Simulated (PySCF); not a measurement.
# Sn(vinyl)3(NCO): geometry, NMR shifts and electronic excitations

Aim: predict the NMR shifts and electronic excitations of Sn(vinyl)3(NCO) (`C=[CH][Sn]([CH]=C)([CH]=C)[N]=C=O`).

Computed with PySCF 2.14.0, with density-fitted response routines of our own, on a single molecule in the gas phase. Atoms count from 0, in the outputs and in this text.

### Step 1. Starting geometry

19 atoms, charge 0, multiplicity 1; geometry from: GFN2-xTB. The atoms were then displaced at random by about 0.03 Å, so the start is not that level's minimum.

Bonds of the start (Å): Sn0–C1 2.18, Sn0–C6 2.14, Sn0–C11 2.26, Sn0–N16 1.96, C1–C2 1.33, C1–H3 1.14, C2–H4 1.07, C2–H5 1.09, C6–C7 1.31, C6–H8 1.09, C7–H9 1.12, C7–H10 1.00, C11–C12 1.42, C11–H13 1.07, C12–H14 1.11, C12–H15 1.03, N16–C17 1.21, C17–O18 1.19.

### Step 2. Geometry optimisation at PBE0-D3(BJ)/def2-SVP

What the job is given:

```
{"job": {"xc": "PBE0", "basis": "def2-SVP", "d3": "d3bj", "grid": 1, "maxiter": 40, "shake": 0.03, "kind": "geom"}, "charge": 0, "multiplicity": 1}
Sn     0.307820     0.346550     0.169430
C     -0.177110     0.311580     2.294200
C     -0.924180    -0.643270     2.837210
H      0.353390     1.131080     2.888520
H     -1.296380    -1.465090     2.259450
H     -1.059100    -0.644180     3.920900
C      2.347580     0.056210    -0.416420
C      2.763220    -1.006800    -1.064500
H      3.020470     0.852560    -0.096610
H      2.022440    -1.814560    -1.293150
H      3.724780    -1.182720    -1.297240
C     -0.733170     2.049410    -0.885490
C     -1.750940     1.882620    -1.861650
H     -0.500890     3.056430    -0.610010
H     -1.995450     0.831620    -2.123500
H     -2.144760     2.719170    -2.320400
N     -0.672210    -1.180670    -0.584350
C     -1.368190    -2.159200    -0.748990
O     -1.980090    -3.147300    -0.982830
```

Started as:

```console
$ OMP_NUM_THREADS=1 python probes_run.py task.json out
```

One launch serves the whole session: the jobs run in the order shown.

Output:

```text
step   0  E = -615.58109029  max force = 0.088273
step   1  E = -615.61046874  max force = 0.015160
step   2  E = -615.61213221  max force = 0.014380
step   3  E = -615.61357075  max force = 0.004326
step   4  E = -615.61367049  max force = 0.001761
step   5  E = -615.61372509  max force = 0.001014
step   6  E = -615.61373370  max force = 0.000652
step   7  E = -615.61374116  max force = 0.000418
optimisation converged
```

Wall time 10 min (1 thread of AMD EPYC, shared host); peak memory 1.1 GiB.

Relaxation path:

| step | energy from step 0 (eV) | largest force component (eV/Å) |
| --- | --- | --- |
| 0 | 0.0000 | 4.5392 |
| 1 | -0.7994 | 0.7796 |
| 2 | -0.8447 | 0.7394 |
| 3 | -0.8838 | 0.2225 |
| 4 | -0.8866 | 0.0906 |
| 5 | -0.8880 | 0.0521 |
| 6 | -0.8883 | 0.0335 |
| 7 | -0.8885 | 0.0215 |

Distances of close pairs at the start and the end, largest changes first:

| bond | before (Å) | after (Å) | change (Å) |
| --- | --- | --- | --- |
| Sn0–C11 | 2.257 | 2.130 | -0.128 |
| C7–H10 | 1.005 | 1.096 | +0.092 |
| C11–C12 | 1.420 | 1.336 | -0.084 |
| Sn0–N16 | 1.965 | 2.039 | +0.075 |
| C12–H15 | 1.032 | 1.097 | +0.064 |
| Sn0–C1 | 2.180 | 2.132 | -0.047 |
| C1–H3 | 1.143 | 1.097 | -0.046 |
| C11–H13 | 1.070 | 1.097 | +0.027 |

The end geometry stands in the next job.

| at the end point | value |
| --- | --- |
| rotational constants (GHz, main isotopes) | 0.889, 0.693, 0.687 |
| dipole moment (D) | 4.08 |

### Step 3. Shielding tensors: PBE0/def2-TZVP+pcSseg-1

What the job is given:

```
{"job": {"kind": "nmr", "xc": "PBE0", "basis": {"default": "pcSseg-1", "Sn": "def2-TZVP"}}, "charge": 0, "multiplicity": 1}
Sn     0.256258     0.414049     0.163433
C     -0.135495     0.334571     2.257821
C     -0.902127    -0.615418     2.798119
H      0.302142     1.104545     2.904952
H     -1.364607    -1.406161     2.196867
H     -1.106141    -0.647645     3.875108
C      2.290739     0.100193    -0.383538
C      2.664567    -0.982881    -1.069044
H      3.041400     0.848403    -0.101764
H      1.946030    -1.752162    -1.373335
H      3.708815    -1.148586    -1.359453
C     -0.695708     2.035782    -0.836408
C     -1.628183     1.824988    -1.769177
H     -0.414493     3.062916    -0.574220
H     -1.938642     0.814923    -2.059469
H     -2.125869     2.654528    -2.285734
N     -0.684617    -1.223657    -0.606041
C     -1.327014    -2.222939    -0.757490
O     -1.949825    -3.202009    -0.936056
```

With the program's defaults for keys left out, this is: GIAO PBE0/pcSseg-1 Sn:def2-TZVP NMR shielding, scalar relativity only through core potentials, gas phase.

Output:

```text
coarse grid: 76840 points
cycle   1  E = -613.7948826234  dE = -3.381e+01  |g| = 3.093e+00  |ddm| = 3.140e+01
cycle   2  E = -585.5441920395  dE =  2.825e+01  |g| = 1.258e+01  |ddm| = 2.361e+01
cycle   3  E = -615.4599637646  dE = -2.992e+01  |g| = 1.369e+00  |ddm| = 2.211e+01
cycle   4  E = -615.7600183488  dE = -3.001e-01  |g| = 7.134e-01  |ddm| = 1.390e+00
cycle   5  E = -615.8587695784  dE = -9.875e-02  |g| = 1.311e-01  |ddm| = 5.516e-01
cycle   6  E = -615.8614427111  dE = -2.673e-03  |g| = 8.777e-02  |ddm| = 1.828e-01
cycle   7  E = -615.8630638878  dE = -1.621e-03  |g| = 2.229e-02  |ddm| = 6.657e-02
cycle   8  E = -615.8631579314  dE = -9.404e-05  |g| = 8.116e-03  |ddm| = 1.761e-02
cycle   9  E = -615.8631695565  dE = -1.163e-05  |g| = 2.603e-03  |ddm| = 6.035e-03
cycle  10  E = -615.8631710111  dE = -1.455e-06  |g| = 3.582e-04  |ddm| = 2.259e-03
final grid: 163048 points
cycle  11  E = -615.8632140190  dE =  2.495e-08  |g| = 6.124e-04  |ddm| = 1.816e-03
cycle  12  E = -615.8632137275  dE =  2.915e-07  |g| = 1.266e-03  |ddm| = 1.467e-03
cycle  13  E = -615.8632141113  dE = -3.838e-07  |g| = 1.377e-04  |ddm| = 9.340e-04
cycle  14  E = -615.8632141153  dE = -3.957e-09  |g| = 3.618e-05  |ddm| = 1.082e-04
cycle  15  E = -615.8632141155  dE = -2.772e-10  |g| = 4.853e-06  |ddm| = 2.581e-05
converged SCF energy = -615.8632141155

GIAO shielding tensors (ppm)
atom      isotropic    diamagn.    paramagn.     s11        s22        s33       span
  0 Sn         nan         nan         nan        nan        nan        nan        nan
  1 C       41.990     260.208    -218.218    -71.203     35.694    161.480    232.682
  2 C       39.357     254.999    -215.642    -87.070     42.257    162.884    249.954
  3 H       24.834      30.234      -5.400     23.120     23.342     28.040      4.920
  4 H       24.874      33.271      -8.397     21.879     22.296     30.449      8.570
  5 H       24.646      27.200      -2.554     21.771     23.525     28.643      6.872
  6 C       42.813     259.619    -216.807    -70.379     37.121    161.696    232.075
  7 C       38.725     254.431    -215.706    -87.809     40.636    163.349    251.157
  8 H       24.888      30.000      -5.112     23.281     23.351     28.032      4.751
  9 H       24.729      32.439      -7.709     21.584     21.975     30.629      9.044
 10 H       24.643      26.810      -2.167     21.725     23.570     28.635      6.910
 11 C       42.460     259.679    -217.219    -71.017     36.608    161.790    232.807
 12 C       38.793     254.493    -215.700    -87.684     40.752    163.311    250.995
 13 H       24.882      30.051      -5.169     23.203     23.399     28.043      4.841
 14 H       24.742      32.503      -7.761     21.486     22.099     30.642      9.156
 15 H       24.644      26.875      -2.230     21.724     23.581     28.628      6.904
 16 N      239.314     336.354     -97.040    183.622    191.066    343.254    159.632
 17 C       52.087     264.101    -212.014    -63.901    -61.859    282.022    345.924
 18 O      209.850     402.162    -192.312    115.193    118.927    395.429    280.237
```

Run time: 3.6 min. Hardware: 1 thread of AMD EPYC, shared host; peak memory 1.3 GiB.

The references, computed at this level on geometries of the same kind, shield at (ppm): 1H TMS 31.27, 13C TMS 184.4, 15N NH3 265.7, 17O H2O 334.6. Their shielding less the atom's gives the shift. The references are single molecules in the gas phase, so shifts against H2O, NH3, PH3, H3PO4 or CFCl3 are not on the usual liquid scales and can be off by tens of ppm. Atoms listed in one row are averaged.

| atoms | environment | σ (ppm) | δ (ppm) |
| --- | --- | --- | --- |
| C2, C7, C12 | carbon bonded to C, 2 H | 39.0 | 145.4 |
| C1, C6, C11 | carbon bonded to C, Sn, H | 42.4 | 142.0 |
| C17 | carbon bonded to N, O | 52.1 | 132.3 |
| H4, H5, H9, H10, H14, H15 | hydrogen on a carbon bonded to C | 24.71 | 6.55 |
| H3, H8, H13 | hydrogen on a carbon bonded to C, Sn | 24.87 | 6.40 |
| N16 | nitrogen bonded to C, Sn | 239.3 | 26.4 |
| O18 | oxygen bonded to C | 209.8 | 124.7 |

Atoms past Kr carry core potentials, so their printed shieldings have no meaning and are left out of the table.

Charges from the same density, by scheme (e):

| atoms | Mulliken | ESP fit |
| --- | --- | --- |
| Sn0 | 1.24 | 0.87 |
| C1, C6, C11 | -0.49 | -0.41 |
| C2, C7, C12 | -0.14 | -0.27 |
| N16 | -0.76 | -0.52 |
| C17 | 0.56 | 0.61 |
| O18 | -0.37 | -0.44 |

Mayer bond orders: Sn0–C1 0.87, Sn0–C6 0.88, Sn0–C11 0.88, Sn0–N16 0.56, C1–C2 1.97, C6–C7 1.97, C11–C12 1.97, N16–C17 2.08, C17–O18 2.00.

With diffuse functions Mulliken charges and Mayer bond orders lose their meaning; the other schemes are steadier.

The fields below are evaluated on a grid from the run's orbitals.

Frontier orbitals at PBE0/def2-TZVP+pcSseg-1, with the share of their density that lies nearest to each atom:

| orbital | energy (eV) | lies on |
| --- | --- | --- |
| HOMO | -7.85 | C11 17 %; N16 15 %; C6 11 % |
| LUMO | -0.73 | C1, C2 about 21 % each; C6, C11 about 7 % each; Sn0 6 % |

ELF in a plane through or near 5 of the atoms.

Values, 10 rows by 14 columns:
```
0.00 0.00 0.00 0.00 0.00 0.00 0.00 0.00 0.00 0.00 0.00 0.00 0.00 0.00
0.00 0.00 0.00 0.00 0.00 0.00 0.00 0.00 0.00 0.00 0.00 0.00 0.00 0.00
0.00 0.00 0.00 0.00 0.00 0.00 0.00 0.01 0.16 0.24 0.96 0.09 0.00 0.00
0.00 0.00 0.01 0.07 0.26 0.20 0.00 0.20 0.75 0.32 0.98 0.39 0.00 0.00
0.00 0.01 0.91 0.82 0.32 0.29 0.21 0.20 0.58 0.74 0.65 0.04 0.00 0.00
0.00 0.00 0.05 0.34 0.55 0.22 0.25 0.71 0.21 0.05 0.02 0.00 0.00 0.00
0.00 0.00 0.00 0.00 0.02 0.01 0.24 0.52 0.59 0.52 0.02 0.00 0.00 0.00
0.00 0.00 0.00 0.00 0.00 0.02 0.64 0.66 0.42 0.41 0.02 0.00 0.00 0.00
0.00 0.00 0.00 0.00 0.00 0.00 0.02 0.58 1.00 0.79 0.00 0.00 0.00 0.00
0.00 0.00 0.00 0.00 0.00 0.00 0.00 0.00 0.00 0.00 0.00 0.00 0.00 0.00
```
The map spans 13.0 Å across and 13.1 Å up, centred on the molecule. Atoms in the plane (x, y in Å): C2 (-2.9, 0.7), C7 (2.2, 2.1), H10 (3.0, 2.9), C12 (0.9, -2.9), H15 (1.1, -3.9).

On the surface of density 0.002 e/bohr³ the electrostatic potential runs, from the 1st to the 99th percentile, from -1.48 V near O18 to 2.10 V near Sn0.

### Step 4. Ultraviolet spectrum: B3LYP/def2-SVPD

Settings changed since step 3:

```diff
@@ -1,2 +1,2 @@
-{"job": {"kind": "nmr", "xc": "PBE0", "basis": {"default": "pcSseg-1", "Sn": "def2-TZVP"}}, "charge": 0, "multiplicity": 1}
+{"job": {"kind": "uv", "xc": "B3LYP", "basis": "def2-SVPD", "ip": false, "nstates": 10}, "charge": 0, "multiplicity": 1}
 Sn     0.256258     0.414049     0.163433
```

With the program's defaults for keys left out, this is: TDDFT B3LYP/def2-SVPD, vertical, gas phase, core orbitals frozen in the response.

Output:

```text
coarse grid: 76840 points
cycle   1  E = -613.2609097332  dE = -2.013e+01  |g| = 3.454e+00  |ddm| = 3.027e+01
cycle   2  E = -543.9599989194  dE =  6.930e+01  |g| = 1.129e+01  |ddm| = 4.049e+02
cycle   3  E = -615.7009739534  dE = -7.174e+01  |g| = 1.380e+00  |ddm| = 4.065e+02
cycle   4  E = -615.6288032085  dE =  7.217e-02  |g| = 1.673e+00  |ddm| = 4.150e+00
cycle   5  E = -616.1464067212  dE = -5.176e-01  |g| = 2.993e-01  |ddm| = 2.454e+00
cycle   6  E = -616.1465918161  dE = -1.851e-04  |g| = 2.935e-01  |ddm| = 8.530e-01
cycle   7  E = -616.1656277069  dE = -1.904e-02  |g| = 5.549e-02  |ddm| = 4.174e-01
cycle   8  E = -616.1662536866  dE = -6.260e-04  |g| = 2.058e-02  |ddm| = 1.398e-01
cycle   9  E = -616.1663535384  dE = -9.985e-05  |g| = 5.185e-03  |ddm| = 5.152e-02
cycle  10  E = -616.1663605515  dE = -7.013e-06  |g| = 7.506e-04  |ddm| = 1.165e-02
final grid: 163048 points
cycle  11  E = -616.1663714230  dE =  9.044e-08  |g| = 1.118e-03  |ddm| = 1.006e-02
cycle  12  E = -616.1663707098  dE =  7.132e-07  |g| = 2.168e-03  |ddm| = 3.603e-03
cycle  13  E = -616.1663716723  dE = -9.625e-07  |g| = 4.673e-04  |ddm| = 2.224e-03
cycle  14  E = -616.1663717225  dE = -5.023e-08  |g| = 4.987e-05  |ddm| = 5.561e-04
cycle  15  E = -616.1663717231  dE = -5.396e-10  |g| = 8.439e-06  |ddm| = 7.084e-05
converged SCF energy = -616.1663717231

Static polarisability (au): isotropic 132.147, principal 128.375 129.417 138.650

Singlet excitations
state   eV       nm        f      main configurations
  1   5.5618    222.9   0.00005   H-1->L 0.43, H->L+1 0.39
  2   5.8377    212.4   0.04935   H->L+1 0.45, H-1->L 0.41
  3   5.8518    211.9   0.05171   H->L 0.53, H-1->L+1 0.33
  4   5.9951    206.8   0.01386   H-1->L+1 0.46, H->L 0.26, H-2->L 0.09
  5   6.1329    202.2   0.00037   H-3->L 0.45, H-2->L+1 0.30, H-4->L 0.12
  6   6.1426    201.8   0.00180   H-2->L 0.59, H-3->L+1 0.35
  7   6.1718    200.9   0.00024   H-4->L+1 0.48, H-3->L 0.24, H-2->L+1 0.11
  8   6.3276    195.9   0.05360   H-3->L+1 0.23, H-2->L 0.19, H-4->L 0.17
  9   6.3476    195.3   0.07638   H-2->L+1 0.36, H-4->L+1 0.21, H-1->L+2 0.13
 10   6.3637    194.8   0.02586   H-4->L 0.34, H-3->L+1 0.16, H-3->L 0.10

Triplet excitations (Tamm-Dancoff, eV): 4.3153 4.3193 4.3231 5.2978
```

Wall time 4.8 min (1 thread of AMD EPYC, shared host); peak memory 1.4 GiB.

The orbitals next to the gap, with their largest atomic shares:

| orbital | eV | atoms |
| --- | --- | --- |
| HOMO−3 | -7.92 | N16 26 %, O18 18 %, C11 10 % |
| HOMO−2 | -7.89 | N16 18 %, C11 14 %, C12 14 % |
| HOMO−1 | -7.67 | C1 15 %, N16 12 %, C6 11 % |
| HOMO | -7.66 | C11 15 %, N16 13 %, C6 11 % |
| LUMO | -1.04 | C2 26 %, C1 23 %, Sn0 9 % |
| LUMO+1 | -1.02 | C12 19 %, C7 19 %, C11 17 % |
| LUMO+2 | -0.27 | Sn0 25 %, C6 11 %, C1 10 % |

With each of the 10 states as a Gaussian band of 0.4 eV half-width at 1/e, the curve within the window shown has maxima at 200 nm (ε 7,900) L/(mol cm). Beyond the last state computed it falls off for lack of states. The curve at chosen wavelengths:

nm, ε (L/mol/cm) and a bar:
```
      186       3439 #############
      189       5012 ###################
      191       5994 #######################
      194       7146 ###########################
      196       7630 #############################
      199       7930 ##############################
      201       7895 ##############################
      204       7599 #############################
      206       7291 ############################
      209       6706 #########################
      211       6242 ########################
      214       5447 #####################
      216       4862 ##################
      219       3947 ###############
      221       3343 #############
      224       2498 #########
      226       2000 #######
      229       1375 #####
      231       1043 ####
      234        664 ##
      236        479 ##
      239        284 #
      241        197 #
      244        110 
      246         73 
      249         39
```

Leading natural transition orbitals of singlet state 9: the hole lies on 6 C atoms about 13 % each; the particle on C6, C7, C11 about 15 % each; C12 13 %; Sn0 7 %.

Leading natural transition orbitals of singlet state 1: the hole lies on C1 23 %; C11 14 %; Sn0 8 %; the particle on C1, C2 about 20 % each; C11, C12 about 10 % each; H3, H4, H5 about 6 % each.

Further results of this job:

| property | computed |
| --- | --- |
| dipole moment (D) | 4.35 |
| polarisability (Å³) | 19.58 |
| HOMO–LUMO gap (eV) | 6.62 |
| −ε(HOMO) (eV) | 7.66 |

### Step 5. Nuclear shieldings: KT2/def2-TZVP+pcSseg-1

Settings changed since step 4:

```diff
@@ -1,2 +1,2 @@
-{"job": {"kind": "uv", "xc": "B3LYP", "basis": "def2-SVPD", "ip": false, "nstates": 10}, "charge": 0, "multiplicity": 1}
+{"job": {"kind": "nmr", "xc": "KT2", "basis": {"default": "pcSseg-1", "Sn": "def2-TZVP"}, "pop": false}, "charge": 0, "multiplicity": 1}
 Sn     0.256258     0.414049     0.163433
```

Method: GIAO KT2/pcSseg-1 Sn:def2-TZVP NMR shielding, scalar relativity only through core potentials, gas phase.

Output:

```text
coarse grid: 76840 points
cycle   1  E = -621.7985125842  dE = -3.319e+01  |g| = 3.422e+00  |ddm| = 3.068e+01
cycle   2  E = -558.9821488141  dE =  6.282e+01  |g| = 1.111e+01  |ddm| = 3.297e+01
cycle   3  E = -623.9455236852  dE = -6.496e+01  |g| = 1.506e+00  |ddm| = 3.198e+01
cycle   4  E = -623.5973715632  dE =  3.482e-01  |g| = 2.105e+00  |ddm| = 2.111e+00
cycle   5  E = -624.3790986624  dE = -7.817e-01  |g| = 5.398e-01  |ddm| = 1.287e+00
cycle   6  E = -624.3985155629  dE = -1.942e-02  |g| = 4.303e-01  |ddm| = 6.300e-01
cycle   7  E = -624.4356738426  dE = -3.716e-02  |g| = 1.326e-01  |ddm| = 3.483e-01
cycle   8  E = -624.4392862289  dE = -3.612e-03  |g| = 4.910e-02  |ddm| = 1.319e-01
cycle   9  E = -624.4399381370  dE = -6.519e-04  |g| = 1.028e-02  |ddm| = 4.876e-02
cycle  10  E = -624.4399610921  dE = -2.296e-05  |g| = 2.891e-03  |ddm| = 1.268e-02
cycle  11  E = -624.4399628438  dE = -1.752e-06  |g| = 7.966e-04  |ddm| = 3.235e-03
final grid: 163048 points
cycle  12  E = -624.4399894397  dE =  4.506e-07  |g| = 1.607e-03  |ddm| = 3.053e-03
cycle  13  E = -624.4399855224  dE =  3.917e-06  |g| = 4.299e-03  |ddm| = 4.814e-03
cycle  14  E = -624.4399899610  dE = -4.439e-06  |g| = 8.387e-04  |ddm| = 3.415e-03
cycle  15  E = -624.4399901083  dE = -1.472e-07  |g| = 1.578e-04  |ddm| = 6.236e-04
cycle  16  E = -624.4399901140  dE = -5.781e-09  |g| = 3.469e-05  |ddm| = 1.489e-04
cycle  17  E = -624.4399901143  dE = -2.799e-10  |g| = 9.768e-06  |ddm| = 3.640e-05
converged SCF energy = -624.4399901143

GIAO shielding tensors (ppm)
atom      isotropic    diamagn.    paramagn.     s11        s22        s33       span
  0 Sn         nan         nan         nan        nan        nan        nan        nan
  1 C       50.084     261.065    -210.982    -48.163     44.219    154.196    202.359
  2 C       49.452     255.598    -206.146    -61.462     50.219    159.599    221.061
  3 H       24.962      30.264      -5.302     23.413     23.461     28.012      4.599
  4 H       25.039      33.891      -8.852     22.359     22.643     30.114      7.756
  5 H       24.769      26.999      -2.230     21.986     23.625     28.697      6.710
  6 C       50.869     260.474    -209.604    -47.392     45.659    154.340    201.732
  7 C       48.903     255.013    -206.109    -61.996     48.717    159.989    221.985
  8 H       25.022      30.038      -5.016     23.444     23.613     28.007      4.563
  9 H       24.903      33.090      -8.187     22.040     22.354     30.315      8.274
 10 H       24.775      26.610      -1.835     21.956     23.679     28.690      6.734
 11 C       50.539     260.542    -210.003    -48.010     45.195    154.434    202.444
 12 C       48.967     255.074    -206.107    -61.858     48.800    159.960    221.818
 13 H       25.015      30.090      -5.075     23.442     23.588     28.013      4.571
 14 H       24.915      33.151      -8.235     21.972     22.446     30.327      8.355
 15 H       24.775      26.678      -1.903     21.953     23.688     28.683      6.729
 16 N      243.057     334.955     -91.898    191.335    198.664    339.172    147.837
 17 C       60.099     265.089    -204.990    -51.642    -49.580    281.519    333.162
 18 O      210.428     403.448    -193.020    118.172    120.827    392.287    274.115
```

Run time: 4.3 min. Hardware: 1 thread of AMD EPYC, shared host; peak memory 1.3 GiB.

Key values: δ C2 134.1, C1 132.7, C17 123.1, N16 21.2, H4 6.32, H3 6.18 ppm (means over like atoms).

### Step 6. Comparing the runs: NMR shifts

Shifts (ppm), means over like atoms, with basis size and wall time:

| run | C2 | C1 | C17 | H4 | H3 | N16 | O18 | functions | time |
| --- | --- | --- | --- | --- | --- | --- | --- | --- | --- |
| PBE0/def2-TZVP+pcSseg-1 | 145.4 | 142.0 | 132.3 | 6.55 | 6.40 | 26.4 | 124.7 | 248 | 3.6 min |
| KT2/def2-TZVP+pcSseg-1 | 134.1 | 132.7 | 123.1 | 6.32 | 6.18 | 21.2 | 120.2 | 248 | 4.3 min |

### Step 7. What came out

| quantity | value |
| --- | --- |
| rotational constants (main isotopes) | 0.89, 0.69, 0.69 GHz |
| 13C shifts against TMS (PBE0/def2-TZVP+pcSseg-1, means over atoms taken as alike) | 145.4, 142.0, 132.3 ppm |
| 1H shifts against TMS (PBE0/def2-TZVP+pcSseg-1, means over atoms taken as alike) | 6.55, 6.40 ppm |
| 15N shifts against NH3 (PBE0/def2-TZVP+pcSseg-1) | 26.4 ppm |
| 17O shifts against H2O (PBE0/def2-TZVP+pcSseg-1) | 124.7 ppm |
| surface potential, 1st and 99th percentile | -1.48 V and 2.10 V |
| lowest singlet (B3LYP/def2-SVPD) | 5.56 eV (223 nm), f = 0.000 |
| brightest single state of those computed | state 9, 6.35 eV, f = 0.076 |
| lowest triplet | 4.32 eV |
| range of the shift of C2 | 134.1 to 145.4 ppm |

In words: The start was shaken at random, so part of the energy gained undoes that. Over 7 steps the energy fell by 0.888 eV; of the close pairs, Sn0–C11 changed most, 2.257 to 2.130 Å. No frequency check was run at this level, so the end point may be a saddle. At PBE0/def2-TZVP+pcSseg-1: The largest span, 346 ppm, is at C17, where the paramagnetic term is -212 ppm. By nearest atom (PBE0/def2-TZVP+pcSseg-1), the HOMO sits on C11 17 %; N16 15 % and the LUMO on C1, C2 about 21 % each; C6, C11 about 7 % each. The first singlet state (HOMO−1→LUMO 0.43, HOMO→LUMO+1 0.39) lies at 5.56 eV and is dark; of the 10 states computed, the strongest absorption comes from states 8 to 10 together at 6.35 eV (the last computed, so partners may be missing). The lowest triplet lies 1.25 eV below the lowest singlet (triplets in Tamm-Dancoff, singlets in full TDDFT). Spin-orbit coupling, left out, mixes singlets and triplets in elements this heavy. In ppm, C2 (with its like atoms) moves most: its shift spreads over 11.3 ppm, from 134.1 (KT2/def2-TZVP+pcSseg-1) to 145.4 (PBE0/def2-TZVP+pcSseg-1). Spin-orbit coupling is left out, which matters for shieldings and couplings at and beside the heavy atoms.
